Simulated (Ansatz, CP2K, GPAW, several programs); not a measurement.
Li3FO (antiperovskite): methods side by side

Li3FO in the antiperovskite structure, relaxed with r2SCAN in Ansatz, was computed with several methods. It is cubic, Pm-3m (No. 221); a = 3.642 Å in the conventional setting, 9.66 Å³ an atom. F is surrounded by 12 Li at 2.58 Å; O is surrounded by 6 Li at 1.82 Å; Li is surrounded by 2 O at 1.82 Å and 4 F at 2.58 Å. Simulation only: spin-unpolarised, and no claim that this is the phase found in nature.

```cif
data_structure
_symmetry_space_group_name_H-M 'Pm-3m'
_symmetry_Int_Tables_number 221
_cell_length_a 3.6421
_cell_length_b 3.6421
_cell_length_c 3.6421
_cell_angle_alpha 90.000
_cell_angle_beta 90.000
_cell_angle_gamma 90.000
_cell_volume 48.31
loop_
_atom_site_label
_atom_site_type_symbol
_atom_site_symmetry_multiplicity
_atom_site_Wyckoff_symbol
_atom_site_fract_x
_atom_site_fract_y
_atom_site_fract_z
_atom_site_occupancy
F1 F 1 a 0.00000 0.00000 0.00000 1
O1 O 1 b 0.50000 0.50000 0.50000 1
Li1 Li 3 c 0.50000 0.50000 0.00000 1
```

Gaps and times are for a single point on this cell; volume and bulk modulus come from each method's own relaxation or energy curve at fixed shape. Times are rough, from shared hosts (Arm Neoverse V1), and each method has its own mesh and cell size. Gaps from k meshes are read at a limited set of points (mesh, symmetry points, PBE's band edges), so each method's own least gap may be somewhat smaller. Minimal bases can be far off for gaps. GLLB-SC's gap includes the derivative discontinuity. d marks a direct gap, i an indirect one (no mark: not told apart), a dash a value that wasn't computed or didn't pass its checks.

```csv
method,kind,gap (eV),own volume (Å³/atom),bulk modulus (GPa),atoms computed,processor time
"light PBE (260 eV, its own mesh)",light plane-wave,4.96 i,–,–,5,0.77 s
PBE,semilocal,4.95 i,9.98,60,5,2.4 s
r2SCAN,semilocal,5.60 i,9.66,64,5,6 s
GLLB-SC (GPAW),model potential,8.99,–,–,5,8.7 s
PBE/SZV (CP2K),small basis,3.32 i,–,–,5,16 s
PBE/DZVP (CP2K),small basis,4.91 i,10.15,61,5,48 s
```

Against r2SCAN (5.60 eV) the nearest gap at the points sampled is that of light PBE (260 eV, its own mesh) (-0.64 eV) and the farthest that of GLLB-SC (GPAW) (+3.39 eV). r2SCAN is only a yardstick of convenience: semilocal gaps usually lie below measured ones, which GLLB-SC and hybrids aim to mend.

Volumes against r2SCAN's: PBE +3.2 %, PBE/DZVP (CP2K) +5.1 %.
